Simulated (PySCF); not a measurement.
# A gas-phase reaction: GeH6Si + F2 → FGeH5Si + FH

Aim: the reaction energy of `[SiH3][GeH3]` + `FF` → `[F][GeH2][SiH3]` + `F`.

Programs: PySCF 2.14.0. All values are calculated, for the isolated system unless a continuum is named. Atoms count from 0, parts from 1.

## Step 1: Starting point

Each species was relaxed by itself at PBE0-D3(BJ)/def2-SVPD.

## Step 2: Energies of the species: wB97M-D3(BJ)/def2-TZVPD

The job: settings as JSON, then the geometry in Å.

```
{"job": {"kind": "react", "xc": "wB97M-D3(BJ)", "basis": "def2-TZVPD"}, "charge": 0, "multiplicity": 1}
-1 GeH6Si charge 0 multiplicity 1
Si     1.180120     0.002700     0.050370
Ge    -1.198020    -0.016560    -0.064760
H      1.761630    -0.286660    -1.294840
H      1.661250     1.341540     0.505880
H      1.655730    -1.034390     1.014580
H     -1.698780     0.993220    -1.112450
H     -1.810020     0.357260     1.296800
H     -1.710820    -1.413400    -0.457160

-1 F2 charge 0 multiplicity 1
F      0.688410    -0.019660     0.020680
F     -0.688410     0.019660    -0.020680

+1 FGeH5Si charge 0 multiplicity 1
F     -1.701390    -1.096610    -1.201770
Ge    -0.458200    -1.090650     0.059700
Si     0.569290     1.060920    -0.034920
H     -1.217260    -1.381130     1.366950
H      0.474160    -2.263060    -0.294620
H      1.192060     1.256420    -1.375530
H     -0.458460     2.112350     0.213240
H      1.622650     1.129380     1.022340

+1 FH charge 0 multiplicity 1
F      0.456030    -0.000780     0.060980
H     -0.456040     0.000780    -0.060980
```

Level: wB97M-D3(BJ)/def2-TZVPD reaction energy of separated species, gas phase.

Command:

```
$ OMP_NUM_THREADS=1 python cluster_run.py task.json out
```

One launch serves the whole session: the jobs run in the order shown.

Output:

```text
species 1 (GeH6Si)
coarse grid: 28664 points
cycle   1  E = -2370.1191803888  dE = -8.913e-01  |g| = 5.686e-01  |ddm| = 2.131e+00
cycle   2  E = -2370.1260663171  dE = -6.886e-03  |g| = 5.707e-01  |ddm| = 6.558e-01
cycle   3  E = -2370.1475494677  dE = -2.148e-02  |g| = 1.980e-02  |ddm| = 3.071e-01
cycle   4  E = -2370.1477308376  dE = -1.814e-04  |g| = 8.682e-03  |ddm| = 3.857e-02
cycle   5  E = -2370.1477527265  dE = -2.189e-05  |g| = 1.013e-03  |ddm| = 1.237e-02
cycle   6  E = -2370.1477534976  dE = -7.711e-07  |g| = 3.241e-04  |ddm| = 2.692e-03
final grid: 57200 points
cycle   7  E = -2370.1476902959  dE = -6.965e-08  |g| = 2.238e-04  |ddm| = 2.041e-03
cycle   8  E = -2370.1476903034  dE = -7.534e-09  |g| = 2.257e-04  |ddm| = 4.236e-04
cycle   9  E = -2370.1476903073  dE = -3.959e-09  |g| = 2.198e-05  |ddm| = 1.317e-04
cycle  10  E = -2370.1476903079  dE = -5.257e-10  |g| = 8.860e-06  |ddm| = 7.918e-05
converged SCF energy = -2370.1476903079

species 2 (F2)
coarse grid: 10600 points
cycle   1  E = -199.6113024151  dE =  1.195e-02  |g| = 3.458e-01  |ddm| = 1.052e+00
cycle   2  E = -199.6264089399  dE = -1.511e-02  |g| = 1.647e-01  |ddm| = 1.842e-01
cycle   3  E = -199.6293670736  dE = -2.958e-03  |g| = 2.217e-02  |ddm| = 5.435e-02
cycle   4  E = -199.6294286546  dE = -6.158e-05  |g| = 8.600e-03  |ddm| = 1.161e-02
cycle   5  E = -199.6294395046  dE = -1.085e-05  |g| = 7.501e-04  |ddm| = 4.105e-03
cycle   6  E = -199.6294396429  dE = -1.383e-07  |g| = 3.049e-05  |ddm| = 6.348e-04
final grid: 23208 points
cycle   7  E = -199.6294276554  dE = -2.232e-09  |g| = 2.072e-05  |ddm| = 1.239e-04
cycle   8  E = -199.6294276555  dE = -7.378e-11  |g| = 1.075e-05  |ddm| = 1.700e-05
converged SCF energy = -199.6294276555

species 3 (FGeH5Si)
coarse grid: 31488 points
cycle   1  E = -2469.3971445504  dE = -7.829e-01  |g| = 8.419e-01  |ddm| = 2.085e+00
cycle   2  E = -2469.3573463026  dE =  3.980e-02  |g| = 1.081e+00  |ddm| = 9.546e-01
cycle   3  E = -2469.4937622066  dE = -1.364e-01  |g| = 7.685e-02  |ddm| = 4.817e-01
cycle   4  E = -2469.4944629789  dE = -7.008e-04  |g| = 3.445e-02  |ddm| = 6.060e-02
cycle   5  E = -2469.4946374420  dE = -1.745e-04  |g| = 5.140e-03  |ddm| = 2.507e-02
cycle   6  E = -2469.4946465331  dE = -9.091e-06  |g| = 1.119e-03  |ddm| = 8.416e-03
final grid: 63432 points
cycle   7  E = -2469.4944272045  dE = -7.455e-07  |g| = 7.897e-04  |ddm| = 3.128e-03
cycle   8  E = -2469.4944272674  dE = -6.295e-08  |g| = 7.756e-04  |ddm| = 9.882e-04
cycle   9  E = -2469.4944273421  dE = -7.467e-08  |g| = 1.227e-04  |ddm| = 3.691e-04
cycle  10  E = -2469.4944273482  dE = -6.145e-09  |g| = 4.287e-05  |ddm| = 1.374e-04
cycle  11  E = -2469.4944273496  dE = -1.414e-09  |g| = 1.156e-05  |ddm| = 1.071e-04
cycle  12  E = -2469.4944273497  dE = -3.274e-11  |g| = 3.670e-06  |ddm| = 1.113e-05
converged SCF energy = -2469.4944273497

species 4 (FH)
coarse grid: 7776 points
cycle   1  E = -100.4688251123  dE = -9.408e-02  |g| = 4.644e-01  |ddm| = 6.197e-01
cycle   2  E = -100.4725060456  dE = -3.681e-03  |g| = 5.038e-01  |ddm| = 3.808e-01
cycle   3  E = -100.5053206160  dE = -3.281e-02  |g| = 2.574e-02  |ddm| = 1.678e-01
cycle   4  E = -100.5053965938  dE = -7.598e-05  |g| = 5.006e-03  |ddm| = 1.077e-02
cycle   5  E = -100.5054012348  dE = -4.641e-06  |g| = 4.334e-04  |ddm| = 3.766e-03
final grid: 16976 points
cycle   6  E = -100.5053934299  dE = -6.443e-08  |g| = 1.036e-04  |ddm| = 8.222e-04
cycle   7  E = -100.5053934334  dE = -3.464e-09  |g| = 7.652e-05  |ddm| = 2.165e-04
cycle   8  E = -100.5053934341  dE = -7.694e-10  |g| = 2.135e-05  |ddm| = 3.710e-05
converged SCF energy = -100.5053934341

Reaction energy = -139.720 kcal/mol
```

Run time: 18 s. Hardware: 1 thread of Arm Neoverse V1, shared host; peak memory 0.63 GiB.

Species by species (with the dispersion term, which the log's SCF energies lack):

```
 ν          species  energy (Eh)  HOMO (eV)
-1     [SiH3][GeH3]  -2370.15380     -10.40
-1               FF   -199.62975     -14.36
+1  [F][GeH2][SiH3]  -2469.50057     -10.63
+1                F   -100.50563     -14.54
```

## Step 3: Energies of the species: PBE0-D3(BJ)/def2-TZVPD

Settings changed since step 2:

```diff
@@ -1,2 +1,2 @@
-{"job": {"kind": "react", "xc": "wB97M-D3(BJ)", "basis": "def2-TZVPD"}, "charge": 0, "multiplicity": 1}
+{"job": {"kind": "react", "xc": "PBE0", "basis": "def2-TZVPD", "disp": "d3bj"}, "charge": 0, "multiplicity": 1}
 -1 GeH6Si charge 0 multiplicity 1
```

Method: PBE0-D3(BJ)/def2-TZVPD reaction energy of separated species, gas phase.

Output:

```text
species 1 (GeH6Si)
coarse grid: 28664 points
cycle   1  E = -2369.6815420781  dE = -8.398e-01  |g| = 6.052e-01  |ddm| = 2.075e+00
cycle   2  E = -2369.6742776835  dE =  7.264e-03  |g| = 6.839e-01  |ddm| = 6.983e-01
cycle   3  E = -2369.7059032057  dE = -3.163e-02  |g| = 2.016e-02  |ddm| = 3.872e-01
cycle   4  E = -2369.7059643858  dE = -6.118e-05  |g| = 6.530e-03  |ddm| = 2.236e-02
cycle   5  E = -2369.7059732895  dE = -8.904e-06  |g| = 7.527e-04  |ddm| = 7.723e-03
final grid: 57200 points
cycle   6  E = -2369.7059794402  dE = -1.078e-07  |g| = 6.783e-04  |ddm| = 2.245e-03
cycle   7  E = -2369.7059794739  dE = -3.365e-08  |g| = 7.335e-04  |ddm| = 1.489e-03
cycle   8  E = -2369.7059795821  dE = -1.083e-07  |g| = 1.134e-04  |ddm| = 6.406e-04
cycle   9  E = -2369.7059795839  dE = -1.719e-09  |g| = 7.242e-06  |ddm| = 9.335e-05
cycle  10  E = -2369.7059795839  dE = -1.182e-11  |g| = 1.286e-06  |ddm| = 7.083e-06
converged SCF energy = -2369.7059795839

species 2 (F2)
coarse grid: 2176 points
cycle   1  E = -199.3949386666  dE =  9.182e-02  |g| = 2.764e-01  |ddm| = 1.052e+00
cycle   2  E = -199.4014676974  dE = -6.529e-03  |g| = 1.374e-01  |ddm| = 1.363e-01
cycle   3  E = -199.4037827121  dE = -2.315e-03  |g| = 2.290e-02  |ddm| = 5.059e-02
cycle   4  E = -199.4038457194  dE = -6.301e-05  |g| = 8.080e-03  |ddm| = 1.132e-02
cycle   5  E = -199.4038539249  dE = -8.205e-06  |g| = 1.817e-04  |ddm| = 3.279e-03
final grid: 23208 points
cycle   6  E = -199.4096320266  dE = -7.842e-06  |g| = 1.274e-03  |ddm| = 8.101e-03
cycle   7  E = -199.4096320799  dE = -5.329e-08  |g| = 1.042e-03  |ddm| = 8.924e-04
cycle   8  E = -199.4096322187  dE = -1.388e-07  |g| = 7.388e-05  |ddm| = 4.301e-04
cycle   9  E = -199.4096322194  dE = -7.034e-10  |g| = 1.954e-05  |ddm| = 3.147e-05
converged SCF energy = -199.4096322194

species 3 (FGeH5Si)
coarse grid: 31488 points
cycle   1  E = -2468.8506328257  dE = -7.071e-01  |g| = 8.749e-01  |ddm| = 2.061e+00
cycle   2  E = -2468.6310218376  dE =  2.196e-01  |g| = 1.509e+00  |ddm| = 1.175e+00
cycle   3  E = -2468.9368843131  dE = -3.059e-01  |g| = 1.981e-01  |ddm| = 7.772e-01
cycle   4  E = -2468.9415550089  dE = -4.671e-03  |g| = 3.351e-02  |ddm| = 1.171e-01
cycle   5  E = -2468.9416667731  dE = -1.118e-04  |g| = 4.867e-03  |ddm| = 1.860e-02
cycle   6  E = -2468.9416702660  dE = -3.493e-06  |g| = 9.319e-04  |ddm| = 4.025e-03
final grid: 63432 points
cycle   7  E = -2468.9415017373  dE = -8.201e-08  |g| = 1.258e-03  |ddm| = 2.597e-03
cycle   8  E = -2468.9415013975  dE =  3.398e-07  |g| = 1.991e-03  |ddm| = 1.753e-03
cycle   9  E = -2468.9415019827  dE = -5.853e-07  |g| = 1.764e-04  |ddm| = 9.736e-04
cycle  10  E = -2468.9415019877  dE = -4.935e-09  |g| = 3.324e-05  |ddm| = 1.409e-04
cycle  11  E = -2468.9415019878  dE = -7.094e-11  |g| = 3.102e-06  |ddm| = 2.006e-05
converged SCF energy = -2468.9415019878

species 4 (FH)
coarse grid: 1712 points
cycle   1  E = -100.3539545925  dE = -3.606e-02  |g| = 4.957e-01  |ddm| = 6.253e-01
cycle   2  E = -100.3144425200  dE =  3.951e-02  |g| = 7.429e-01  |ddm| = 5.125e-01
cycle   3  E = -100.3936699956  dE = -7.923e-02  |g| = 2.284e-02  |ddm| = 2.892e-01
cycle   4  E = -100.3937455777  dE = -7.558e-05  |g| = 4.204e-03  |ddm| = 9.787e-03
cycle   5  E = -100.3937475608  dE = -1.983e-06  |g| = 3.550e-04  |ddm| = 1.247e-03
final grid: 16976 points
cycle   6  E = -100.3948395202  dE = -1.846e-05  |g| = 3.921e-03  |ddm| = 7.338e-03
cycle   7  E = -100.3948376770  dE =  1.843e-06  |g| = 5.385e-03  |ddm| = 3.290e-03
cycle   8  E = -100.3948415981  dE = -3.921e-06  |g| = 1.012e-04  |ddm| = 1.973e-03
cycle   9  E = -100.3948415994  dE = -1.331e-09  |g| = 1.795e-05  |ddm| = 3.991e-05
cycle  10  E = -100.3948415995  dE = -4.866e-11  |g| = 3.027e-06  |ddm| = 1.030e-05
converged SCF energy = -100.3948415995

Reaction energy = -138.553 kcal/mol
```

Run time: 9.6 s. Hardware: 1 thread of Arm Neoverse V1, shared host; peak memory 0.59 GiB.

Reaction energy at this level: -138.6 kcal/mol.

## Step 4: Energies of the species: MP2/def2-TZVPD

Settings changed since step 3:

```diff
@@ -1,2 +1,2 @@
-{"job": {"kind": "react", "xc": "PBE0", "basis": "def2-TZVPD", "disp": "d3bj"}, "charge": 0, "multiplicity": 1}
+{"job": {"kind": "react", "xc": "MP2", "basis": "def2-TZVPD"}, "charge": 0, "multiplicity": 1}
 -1 GeH6Si charge 0 multiplicity 1
```

With the program's defaults for keys left out, this is: MP2/def2-TZVPD reaction energy of separated species, gas phase.

Output:

```text
species 1 (GeH6Si)
final grid: 57200 points
cycle   1  E = -2367.7538807390  dE = -9.869e-01  |g| = 3.634e-01  |ddm| = 2.077e+00
cycle   2  E = -2367.7857475552  dE = -3.187e-02  |g| = 2.314e-01  |ddm| = 3.765e-01
cycle   3  E = -2367.7908511660  dE = -5.104e-03  |g| = 4.117e-02  |ddm| = 1.673e-01
cycle   4  E = -2367.7918268274  dE = -9.757e-04  |g| = 7.952e-03  |ddm| = 7.329e-02
cycle   5  E = -2367.7918596311  dE = -3.280e-05  |g| = 1.790e-03  |ddm| = 1.498e-02
cycle   6  E = -2367.7918621240  dE = -2.493e-06  |g| = 4.569e-04  |ddm| = 4.958e-03
cycle   7  E = -2367.7918622868  dE = -1.627e-07  |g| = 6.630e-05  |ddm| = 1.225e-03
cycle   8  E = -2367.7918622906  dE = -3.786e-09  |g| = 1.242e-05  |ddm| = 2.766e-04
cycle   9  E = -2367.7918622907  dE = -1.455e-10  |g| = 3.051e-06  |ddm| = 5.298e-05
converged SCF energy = -2367.7918622907

species 2 (F2)
final grid: 23208 points
cycle   1  E = -198.7437221741  dE = -9.861e-02  |g| = 3.997e-01  |ddm| = 1.051e+00
cycle   2  E = -198.7662955907  dE = -2.257e-02  |g| = 1.393e-01  |ddm| = 1.852e-01
cycle   3  E = -198.7684701530  dE = -2.175e-03  |g| = 2.171e-02  |ddm| = 5.087e-02
cycle   4  E = -198.7685853807  dE = -1.152e-04  |g| = 5.686e-03  |ddm| = 1.383e-02
cycle   5  E = -198.7685929219  dE = -7.541e-06  |g| = 9.806e-04  |ddm| = 3.640e-03
cycle   6  E = -198.7685932009  dE = -2.790e-07  |g| = 1.391e-04  |ddm| = 7.865e-04
cycle   7  E = -198.7685932054  dE = -4.443e-09  |g| = 1.112e-05  |ddm| = 1.118e-04
cycle   8  E = -198.7685932054  dE = -3.584e-11  |g| = 1.257e-06  |ddm| = 1.187e-05
converged SCF energy = -198.7685932054

species 3 (FGeH5Si)
final grid: 63432 points
cycle   1  E = -2466.6474449011  dE = -9.412e-01  |g| = 6.387e-01  |ddm| = 2.030e+00
cycle   2  E = -2466.7071046852  dE = -5.966e-02  |g| = 4.826e-01  |ddm| = 5.889e-01
cycle   3  E = -2466.7354180451  dE = -2.831e-02  |g| = 4.560e-02  |ddm| = 2.351e-01
cycle   4  E = -2466.7366582677  dE = -1.240e-03  |g| = 1.204e-02  |ddm| = 8.265e-02
cycle   5  E = -2466.7367275174  dE = -6.925e-05  |g| = 3.726e-03  |ddm| = 2.019e-02
cycle   6  E = -2466.7367322678  dE = -4.750e-06  |g| = 1.336e-03  |ddm| = 5.254e-03
cycle   7  E = -2466.7367329602  dE = -6.924e-07  |g| = 3.234e-04  |ddm| = 2.152e-03
cycle   8  E = -2466.7367330305  dE = -7.029e-08  |g| = 8.410e-05  |ddm| = 6.268e-04
cycle   9  E = -2466.7367330358  dE = -5.295e-09  |g| = 2.175e-05  |ddm| = 1.806e-04
cycle  10  E = -2466.7367330363  dE = -4.657e-10  |g| = 5.461e-06  |ddm| = 4.958e-05
converged SCF energy = -2466.7367330363

species 4 (FH)
final grid: 16976 points
cycle   1  E = -100.0371199412  dE = -1.649e-01  |g| = 4.007e-01  |ddm| = 6.032e-01
cycle   2  E = -100.0578876483  dE = -2.077e-02  |g| = 2.336e-01  |ddm| = 2.533e-01
cycle   3  E = -100.0646340564  dE = -6.746e-03  |g| = 2.356e-02  |ddm| = 8.091e-02
cycle   4  E = -100.0647514856  dE = -1.174e-04  |g| = 6.199e-03  |ddm| = 1.253e-02
cycle   5  E = -100.0647671977  dE = -1.571e-05  |g| = 1.459e-03  |ddm| = 5.121e-03
cycle   6  E = -100.0647684707  dE = -1.273e-06  |g| = 2.290e-04  |ddm| = 1.848e-03
cycle   7  E = -100.0647685051  dE = -3.438e-08  |g| = 1.958e-05  |ddm| = 4.211e-04
cycle   8  E = -100.0647685052  dE = -1.850e-10  |g| = 2.360e-06  |ddm| = 2.495e-05
converged SCF energy = -100.0647685052

Reaction energy = -149.085 kcal/mol
```

Wall time 4.9 s (1 thread of Arm Neoverse V1, shared host); peak memory 0.55 GiB.

Reaction energy at this level: -149.1 kcal/mol.

## Step 5: Side by side

Energies in kcal/mol, with wall time:

| run | reaction | time |
| --- | --- | --- |
| wB97M-D3(BJ)/def2-TZVPD | -139.7 | 18 s |
| PBE0-D3(BJ)/def2-TZVPD | -138.6 | 9.6 s |
| MP2/def2-TZVPD | -149.1 | 4.9 s |

## Step 6: Results

```
                                                quantity                      value
               reaction energy (wB97M-D3(BJ)/def2-TZVPD)            -139.7 kcal/mol
                     ΔH, ΔG at 298 K (xTB thermal terms)    -138.8, -139.5 kcal/mol
range of the reaction energy over the runs of this table  -149.1 to -138.6 kcal/mol
```

In words: The reaction is exothermic by 138.8 kcal/mol in the gas phase; dispersion gives +0.03, and xTB itself gave -115.4 for the electronic energy (xTB energies and thermal terms come from the earlier relaxation of each species, not shown). No barrier was sought. xTB and this level differ widely in the electronic energy, so what comes from xTB (the thermal terms above all) is less safe here. The reaction energy runs from -149.1 (MP2/def2-TZVPD) to -138.6 kcal/mol (PBE0-D3(BJ)/def2-TZVPD).
